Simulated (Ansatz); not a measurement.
# TiO: the cost of one run

Program: Ansatz 0.2.0. Level of theory: DFT PBEsol, scalar-relativistic, plane waves, PAW. These are calculated values, not measurements.

2 further runs of the same task are left out: 2 set aside as unsound or not needed.

### 1 The structure to begin with

Symmetry: P-6m2, No. 187, hexagonal system. The conventional cell has a = 2.789 Å, b = 2.789 Å, c = 2.794 Å, α = 90.00°, β = 90.00°, γ = 120.00°. Ti (site symmetry -6m2) is surrounded by 6 O at 2.13 Å. O (site symmetry -6m2) is surrounded by 6 Ti at 2.13 Å.

As a file:

```xyz
2
Lattice="2.7889 0.0000 0.0000 -1.3944 2.4152 0.0000 0.0000 0.0000 2.7941" Properties=species:S:1:pos:R:3 pbc="T T T"
Ti    1.3944    0.8051    0.0000
O     0.0000    0.0000    1.3970
```

It is the result of an earlier relaxation at this level (volume 9.41 Å³/atom; gap on the mesh: none (metal)).

### 2 Zero of the scan

Contents of input.yaml:

```yaml
crystal:
  lattice:
    - [2.7888858286, 0.0, 0.0]
    - [-1.3944429143, 2.4152459758, 0.0]
    - [0.0, 0.0, 2.7940761164]
  atoms:
    - { symbol: Ti, position: [0.6666666667, 0.3333333333, 0.0] }
    - { symbol: O, position: [0.0, 0.0, 0.5] }
basis:
  ecutwfc: 420
kpoints:
  mp_grid: { grid: [30, 30, 24] }
hamiltonian:
  xc: pbesol
scf:
  occupations: { method: gaussian, width: 0.15 }
output:
  forces: true
  stress: true
  eigenvalues: true
```

Command:

```console
$ ansatz run input.yaml --threads 1 --pin off --max-ram 2560MiB --backend cpu --events-out ev --progress --plain --runs-dir out
```

**Question.** How long does this run take on 1 thread of Intel Xeon 6975P-C (Granite Rapids), shared host, and how much memory does it need?

About 12 s, with a peak of 0.69 GiB.
